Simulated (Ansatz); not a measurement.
# SiHF₃ + H₂O: a complex and its separated parts

Aim: how far the complex at one end of a reaction step lies below its separated, relaxed parts, level by level.

The runs use Ansatz 0.2.0, Gaussian basis; PBE0-D4/def2-TZVP structures, single points in def2-TZVPP, no counterpoise correction.

Levels: SPW92, PBE-D4, BLYP-D4, r2SCAN-D4, B97M-V, PBE0-D4, B3LYP-D4, r2SCAN0-D4, BHLYP-D4, CAM-B3LYP-D4, wB97X-V, wB97M-V, B2PLYP, PBE-QIDH, RPA on PBE, Hartree-Fock, MP2, CCSD, CCSD(T).

Cores are frozen in the correlated methods. B3LYP uses VWN-RPA correlation. B2PLYP carries no dispersion term here.

94 further runs of the same task are left out: 94 set aside as unsound or not needed.

## 1. Where the work starts

The complex: 8 atoms, charge 0, spin multiplicity 1.

Atoms are counted from 1 here; the program's logs count them from 0.

Bond lengths: Si1–H2 1.456 Å, Si1–F3 1.583 Å, Si1–F4 1.580 Å, Si1–F5 1.580 Å, H6–O7 0.961 Å, O7–H8 0.961 Å. Angles: H2–Si1–F3 107.8°, H2–Si1–F4 114.2°, H2–Si1–F5 114.2°, F3–Si1–F4 105.0°, F3–Si1–F5 105.0°, F4–Si1–F5 109.8°, H6–O7–H8 105.6°.

Geometry (Å):

| atom | x (Å) | y (Å) | z (Å) |
| --- | --- | --- | --- |
| Si1 | -0.91666 | 0.26505 | -0.44962 |
| H2 | -0.55797 | -0.87930 | -1.27583 |
| F3 | -2.30101 | 0.82514 | -0.97452 |
| F4 | -1.16690 | -0.08665 | 1.07076 |
| F5 | 0.08551 | 1.48232 | -0.55843 |
| H6 | 1.32629 | -0.90897 | 1.36018 |
| O7 | 1.46542 | -0.72407 | 0.42739 |
| H8 | 2.06531 | 0.02629 | 0.40007 |

Its parts: SiHF₃ holds atoms 1, 2, 3, 4, 5; H₂O holds atoms 6, 7, 8. Each part counts its atoms afresh in its own runs.

## 2. Relaxing SiHF₃ alone

Input file relax-a/in.yaml:

```yaml
crystal:
  periodic: [false, false, false]
  atoms:
    - {symbol: Si, position_ang: [-0.916658, 0.265048, -0.449625]}
    - {symbol: H, position_ang: [-0.557968, -0.879297, -1.275831]}
    - {symbol: F, position_ang: [-2.301008, 0.825141, -0.974520]}
    - {symbol: F, position_ang: [-1.166902, -0.086650, 1.070760]}
    - {symbol: F, position_ang: [0.085515, 1.482315, -0.558427]}
basis:
  gaussian: {orbitals: def2-TZVP}
hamiltonian: {xc: pbe0, dispersion: d4}
relax: {f_tol: 0.005, max_steps: 200}
```

Launch:

```sh
> ansatz run in.yaml --threads 4 --pin off --events-out ev --progress --plain --max-ram 9574MiB
```

Further steps of the session: Relaxing H₂O alone; SPW92/def2-TZVPP; PBE-D4/def2-TZVPP; BLYP-D4/def2-TZVPP; r2SCAN-D4/def2-TZVPP; B97M-V/def2-TZVPP; PBE0-D4/def2-TZVPP; B3LYP-D4/def2-TZVPP; r2SCAN0-D4/def2-TZVPP; BHLYP-D4/def2-TZVPP; CAM-B3LYP-D4/def2-TZVPP; wB97X-V/def2-TZVPP; wB97M-V/def2-TZVPP; B2PLYP/def2-TZVPP; PBE-QIDH/def2-TZVPP; RPA on PBE/def2-TZVPP; CCSD(T)/def2-TZVPP; Vibrations of SiHF₃; Vibrations of H₂O.

What does the calculation give? Wanted: complex less parts, CCSD(T)/def2-TZVPP; with zero-point energy; largest T1 diagnostic.

**Answer**, as computed:

```
                              quantity      value
complex less parts, CCSD(T)/def2-TZVPP  -0.204 eV
                with zero-point energy  -0.137 eV
                 largest T1 diagnostic      0.012
```

**Reading.** At CCSD(T) the complex lies 0.204 eV below its parts. PBE-QIDH is the best functional here (-0.004 eV from CCSD(T)); SPW92 is the worst (-0.187 eV). Mean unsigned error by rung: LDA 0.187, GGA 0.035, meta-GGA 0.050, hybrid 0.042, range-separated hybrid 0.052, double hybrid 0.013 eV. PBE-D4 gives a relative energy 0.045 eV too low, outside chemical accuracy (1 kcal/mol, 0.043 eV). No counterpoise was applied, and triple zeta lacks some correlation, so the CCSD(T) reference has a basis error of its own, and close matches with it are partly luck.
